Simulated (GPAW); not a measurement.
# Cd2Ag3 in GPAW: relaxation of the atoms with PBEsol+D3(BJ)+ATM

Aim: the relaxation of the atoms of Cd2Ag3 with PBEsol+D3(BJ)+ATM.

Everything below comes from runs of GPAW 26.7.0. Logs are shortened: lines on timing, memory, paths and dates and some standing lists are left out, and cuts for length are marked. The log counts tension as positive stress, the text compression.

## (1) The cell of the first run

The cell holds a slab with vacuum, 5 atoms: a = 3.021 Å, b = 3.021 Å, c = 24.567 Å, α = 90.00°, β = 90.00°, γ = 120.00°.

## (2) Relaxation of the atoms, PBEsol+D3(BJ)+ATM (the (0 0 1) slab of CdAg, cut from the database cell, not relaxed)

File run.py:

```python
import numpy as np
from ase import Atoms
from ase.calculators.mixing import SumCalculator
from ase.constraints import FixAtoms
from ase.io import write
from ase.optimize import FIRE
from dftd3.ase import DFTD3
from gpaw import GPAW, PW, setup_paths

setup_paths.insert(0, '.')

atoms = Atoms(['Ag', 'Cd', 'Ag', 'Cd', 'Ag'],
              cell=[[3.0214094453, 0, 0.0],
                    [-1.5107047225, 2.6166173348, 0.0],
                    [0.0, 0.0, 24.5667783488]],
              scaled_positions=[[0.6666666667, 0.3333333333, 0.3052903353],
                                [0.0, 0.0, 0.4026451677],
                                [0.3333333333, 0.6666666667, 0.5],
                                [0.6666666667, 0.3333333333, 0.5973548323],
                                [0.0, 0.0, 0.6947096647]],
              pbc=True)
atoms.pbc = (True, True, False)
atoms.set_constraint(FixAtoms([0, 1]))

calc = GPAW(mode=PW(450),
            xc='PBEsol',
            kpts={'size': (10, 10, 1), 'gamma': True},
            occupations={'name': 'fermi-dirac', 'width': 0.05},
            nbands=61,
            convergence={'density': 1e-05, 'energy': 1e-05},
            maxiter=150,
            poissonsolver={'dipolelayer': 'xy'},
            symmetry={'extra_ids': [1, 1, 0, 0, 0]},
            txt='gpaw.txt')
atoms.calc = SumCalculator([calc, DFTD3(damping='d3bj', params_tweaks=dict(method='pbesol', atm=True))])
opt = FIRE(atoms, trajectory='relax.traj', logfile='-')
done = opt.run(fmax=0.05, steps=60)
calc.write('gs.gpw')
write('result.traj', atoms)
print('Converged:', done)
print('Cell:', atoms.cell.cellpar().round(4))
print('Volume:', round(atoms.get_volume(), 4))
print(atoms.get_scaled_positions().round(5))

v = calc.get_electrostatic_potential().mean(axis=(0, 1))
z = np.arange(len(v)) * atoms.cell[2, 2] / len(v)
ef = calc.get_fermi_level()
np.savetxt('planar.dat', np.c_[z, v], fmt='%.4f')
below, above = np.interp([1.5, atoms.cell[2, 2] - 1.5], z, v) - ef
print(f'Work functions: bottom {below:.4f} eV, top {above:.4f} eV')
print('Dipole moment:', *calc.get_dipole_moment().round(5), 'e A')
```

Potentials or basis: PAW data sets generated in the run's folder for this functional, pw.

The run is started by

```bash
gpaw-setup -f PBEsol Ag Cd
OMP_NUM_THREADS=1 python run.py
```

gpaw.txt:

```text
__  _  _
 | _ |_)|_||  |
 |__||  | ||/\| - 26.7.0

Input parameters:
  mode=PW(ecut=450.00000000000006),
  convergence={'density': 1e-05, 'energy': 1e-05},
  kpts=MonkhorstPack(size=(10, 10, 1), gamma=True),
  maxiter=150,
  nbands=61,
  occupations=Occupations(name='fermi-dirac', width=0.05),
  poissonsolver=PoissonSolver(dipolelayer='xy'),
  symmetry=Symmetry(extra_ids=array([1, 1, 0, 0, 0])),
  xc=XC(name='PBEsol')

Diagonalizing LCAO Hamiltonian
Converting LCAO to pw mode

       Ag

            Cd

         Ag

       Cd

            Ag

Atoms  # Å, Bohr magnetons
|   | symbol |         x |        y |         z |    initial magnetic moments |
|---|--------|-----------|----------|-----------|-----------------------------|
| 0 |     Ag |  1.510705 | 0.872206 |  7.500000 | ( 0.0000,  0.0000,  0.0000) |
| 1 |     Cd |  0.000000 | 0.000000 |  9.891695 | ( 0.0000,  0.0000,  0.0000) |
| 2 |     Ag | -0.000000 | 1.744412 | 12.283389 | ( 0.0000,  0.0000,  0.0000) |
| 3 |     Cd |  1.510705 | 0.872206 | 14.675084 | ( 0.0000,  0.0000,  0.0000) |
| 4 |     Ag |  0.000000 | 0.000000 | 17.066778 | ( 0.0000,  0.0000,  0.0000) |

Unit cell  # Å
| periodic |         x |        y |         z |   lengths |     angles |
|----------|-----------|----------|-----------|-----------|------------|
|      yes |  3.021409 | 0.000000 |  0.000000 |  3.021409 |  90.000000 |
|      yes | -1.510705 | 2.616617 |  0.000000 |  3.021409 |  90.000000 |
|       no |  0.000000 | 0.000000 | 24.566778 | 24.566778 | 120.000000 |

Number of symmetries: 6
Symmetry operations  # r_c * U_cc + t_c -> r_c
|   | kind |            matrix            |
|---|------|------------------------------|
| 0 |  σ   |  1, 1, 0,  0,-1, 0,  0, 0, 1 |
| 1 |  E   |  1, 0, 0,  0, 1, 0,  0, 0, 1 |
| 2 |  C3  |  0, 1, 0, -1,-1, 0,  0, 0, 1 |
| 3 |  σ   |  0,-1, 0, -1, 0, 0,  0, 0, 1 |
| 4 |  σ   | -1, 0, 0,  1, 1, 0,  0, 0, 1 |
| 5 |  C3  | -1,-1, 0,  1, 0, 0,  0, 0, 1 |

BZ-sampling:
  Number of BZ points: 100
  Number of IBZ points: 14

  Monkhorst-Pack size: [10, 10, 1]
  Monkhorst-Pack shift: [0.05, 0.05, 0.0]

K-points  # in reciprocal-cell coordinates
|     |                                coordinates |     weight |
|-----|--------------------------------------------|------------|
|   0 | (  0.00000000,   0.00000000,   0.00000000) | 0.01000000 |
|   1 | (  0.10000000,   0.00000000,   0.00000000) | 0.06000000 |
|   2 | (  0.20000000,  -0.10000000,   0.00000000) | 0.06000000 |
|   3 | (  0.20000000,   0.00000000,   0.00000000) | 0.06000000 |
|   4 | (  0.30000000,  -0.10000000,   0.00000000) | 0.12000000 |
|   5 | (  0.30000000,   0.00000000,   0.00000000) | 0.06000000 |
|   6 | (  0.40000000,  -0.20000000,   0.00000000) | 0.06000000 |
|   7 | (  0.40000000,  -0.10000000,   0.00000000) | 0.12000000 |
|   8 | (  0.40000000,   0.00000000,   0.00000000) | 0.06000000 |
|   9 | (  0.40000000,   0.30000000,   0.00000000) | 0.06000000 |
| ... |                                            |            |
|  13 | (  0.50000000,   0.50000000,   0.00000000) | 0.03000000 |

Plane wave coefficients: 4244
Cutoff: 450.00000000000006 eV

Spin-components: 1 (collinear spins)
Bands:           61
Projectors:      30
Spin-degeneracy: 2
Datatype:        complex128

Density:
  Valence electrons: 75.0
  Components: 1
  Grid points: [ 15  15 125]
  Charge: 0.0  # |e|

Potential:
  Grid points: [ 15  15 125]

species:
  Ag:
    name:    Silver
    Z:       47.0
    valence: 17
    core:    30
    charge:  0.0  # [|e|]
    compensation charges:
      type: gauss
      rc: 0.40  # [Å]
      lmax: 2
    cutoffs:
      filter: 2.35  # [Å]
      core: 2.19  # [Å]
    projectors
    | kind |    occ | energy [eV] | rcut [Å] |
    |------|--------|-------------|----------|
    |   5s |  1.000 |      -4.417 |    1.286 |
    |   4p |  6.000 |     -58.524 |    1.328 |
    |   5p |  0.000 |      -0.670 |    1.328 |
    |   4d | 10.000 |      -7.455 |    1.180 |
    |    s |        |      22.795 |    1.286 |
    |    d |        |      19.756 |    1.180 |

    Using partial waves for Ag as LCAO basis

  Cd:
    name:    Cadmium
    Z:       48.0
    valence: 12
    core:    36
    charge:  0.0  # [|e|]
    compensation charges:
      type: gauss
      rc: 0.38  # [Å]
      lmax: 2
    cutoffs:
      filter: 2.12  # [Å]
      core: 2.62  # [Å]
    projectors
    | kind |    occ | energy [eV] | rcut [Å] |
    |------|--------|-------------|----------|
    |   5s |  2.000 |      -5.696 |    1.191 |
    |   5p |  0.000 |      -1.145 |    1.228 |
    |   4d | 10.000 |     -11.735 |    1.164 |
    |    s |        |      21.516 |    1.191 |
    |    p |        |      26.066 |    1.228 |
    |    d |        |      15.476 |    1.164 |

    Using partial waves for Cd as LCAO basis

Reference energy: -737791.523430  # eV

eigensolver:
  PPCG
  Converge bands: occupied
  niter=2

density mixing:
  MSR1-Mixer
  Pratt-step length: 0.05
  Maximum mixing coefficient: 0.75
  Old densities: 10
  SVD Regularization: 0.005
  Good broyden scale: 1.0
  Trust region scale: 1.0
  Backstep threshold: 4.0
  History deletion threshold: 6.0
  Fourier metric: weight=20.0, sigma=0.015

occupation numbers:
  Fermi-Dirac:
    width: 0.0500  # eV

<gpaw.new.pw.poisson.DipoleLayerPWPoissonSolver object>
xc functional:
  name: PBEsol with 2 nearest neighbor stencil

convergence criteria:
- Maximum integral of absolute [dens]ity change: 1e-05 electrons / valence electron
- Maximum [total energy] change in last 3 cyles: 1e-05 eV / valence electron
- Maximum integral of absolute [eigenst]ate change: 4e-08 eV^2 / valence electron
maximum number of iterations: 150

SCF iterations
|iter     | |      energy | eigst |  dens |
|---------|-|-------------|-------|-------|
|iter:   1| |  -12.828134 | -0.31 |       |
|iter:   2| |  -12.670173 | -1.94 | -1.36 |
|iter:   3| |  -22.701182 | -1.02 | -1.39 |
|iter:   4| |  -16.636321 | -0.89 | -1.03 |
|iter:   5| |  -13.467456 | -1.85 | -1.29 |
|iter:   6| |  -16.710300 | -2.00 | -1.61 |
|iter:   7| |  -12.292269 | -2.33 | -1.32 |
|iter:   8| |  -12.025020 | -2.73 | -1.88 |
|iter:   9| |  -12.034398 | -3.44 | -2.18 |
|iter:  10| |  -12.061225 | -3.35 | -2.41 |
|iter:  11| |  -12.025237 | -3.77 | -2.31 |
|iter:  12| |  -12.018158 | -4.41 | -2.59 |
[... 468 lines left out ...]
No gap
No difference between direct/indirect transitions
vacuum-level: 6.065  # V
Workfunctions: 4.591, 4.603 eV (top, bottom)

Forces  # eV/Ang
|       x |        y |        z |
|---------|----------|----------|
| 0.00000 | -0.00000 |  0.19296 |  # Ag   0
| 0.00000 | -0.00000 |  0.05319 |  # Cd   1
| 0.00000 |  0.00000 | -0.01839 |  # Ag   2
| 0.00000 |  0.00000 | -0.06843 |  # Cd   3
| 0.00000 |  0.00000 | -0.16082 |  # Ag   4

       Ag

            Cd

         Ag
[... 86 lines left out ...]
No gap
No difference between direct/indirect transitions
vacuum-level: 6.065  # V
Workfunctions: 4.591, 4.608 eV (top, bottom)

Forces  # eV/Ang
|        x |       y |        z |
|----------|---------|----------|
| -0.00000 | 0.00000 |  0.19083 |  # Ag   0
|  0.00000 | 0.00000 |  0.05142 |  # Cd   1
|  0.00000 | 0.00000 | -0.02723 |  # Ag   2
| -0.00000 | 0.00000 | -0.07370 |  # Cd   3
|  0.00000 | 0.00000 | -0.14257 |  # Ag   4

       Ag

            Cd

         Ag
[... 86 lines left out ...]
No gap
No difference between direct/indirect transitions
vacuum-level: 6.066  # V
Workfunctions: 4.592, 4.615 eV (top, bottom)

Forces  # eV/Ang
|        x |       y |        z |
|----------|---------|----------|
| -0.00000 | 0.00000 |  0.18847 |  # Ag   0
|  0.00000 | 0.00000 |  0.04851 |  # Cd   1
| -0.00000 | 0.00000 | -0.03751 |  # Ag   2
|  0.00000 | 0.00000 | -0.07879 |  # Cd   3
|  0.00000 | 0.00000 | -0.12127 |  # Ag   4

       Ag

            Cd

         Ag
[... 720 lines left out ...]
No gap
No difference between direct/indirect transitions
vacuum-level: 6.080  # V
Workfunctions: 4.620, 4.686 eV (top, bottom)

Forces  # eV/Ang
|       x |        y |        z |
|---------|----------|----------|
| 0.00000 |  0.00000 |  0.16822 |  # Ag   0
| 0.00000 | -0.00000 | -0.12946 |  # Cd   1
| 0.00000 |  0.00000 | -0.09754 |  # Ag   2
| 0.00000 |  0.00000 | -0.00620 |  # Cd   3
| 0.00000 |  0.00000 |  0.06444 |  # Ag   4

       Ag

            Cd

         Ag
[... 93 lines left out ...]
Forces  # eV/Ang
|        x |        y |        z |
|----------|----------|----------|
|  0.00000 |  0.00000 |  0.17050 |  # Ag   0
|  0.00000 |  0.00000 | -0.22929 |  # Cd   1
| -0.00000 |  0.00000 | -0.04020 |  # Ag   2
|  0.00000 |  0.00000 |  0.02665 |  # Cd   3
| -0.00000 | -0.00000 |  0.07333 |  # Ag   4

# Writing to gs.gpw (mode='')
```

Wall time 11 min (1 thread of Intel Xeon 6975P-C (Granite Rapids), shared host); peak memory 0.26 GiB.

Results:

- Free energy: -13.8191 eV
- Energy gained by relaxing: 14.4 meV/atom
- Ionic steps: 15
- Band gap on the k mesh: none (metal or under the smearing width)
- Dispersion energy per atom: -0.353 eV
- Dipole across the slab: 0.00 e·Å
- Work function of the upper face: 4.62 eV
- Work function of the lower face: 4.69 eV

The path:
```tsv
step	energy change (eV)	largest force (eV/Å)
1	0.0000	0.2946
2	-0.0010	0.2935
3	-0.0030	0.2924
4	-0.0058	0.2918
5	-0.0095	0.2903
6	-0.0138	0.2882
7	-0.0186	0.2859
8	-0.0238	0.2832
9	-0.0298	0.2796
10	-0.0364	0.2763
11	-0.0437	0.2731
12	-0.0513	0.2693
13	-0.0590	0.2669
14	-0.0663	0.2672
15	-0.0718	0.2702
```

Final structure:
```yaml
crystal:
  lattice:
    - [3.02141, 0.00000, 0.00000]
    - [-1.51070, 2.61662, 0.00000]
    - [0.00000, 0.00000, 24.56678]
  atoms:
    - { symbol: Ag, position: [0.66667, 0.33333, 0.30529] }
    - { symbol: Cd, position: [0.00000, 0.00000, 0.40265] }
    - { symbol: Ag, position: [0.33333, 0.66667, 0.49594] }
    - { symbol: Cd, position: [0.66667, 0.33333, 0.58855] }
    - { symbol: Ag, position: [0.00000, 0.00000, 0.68166] }
```

Caveat: the cutoff is short for stress and forces, so pressures can be off by a GPa or more; later steps reuse the first step's grids.
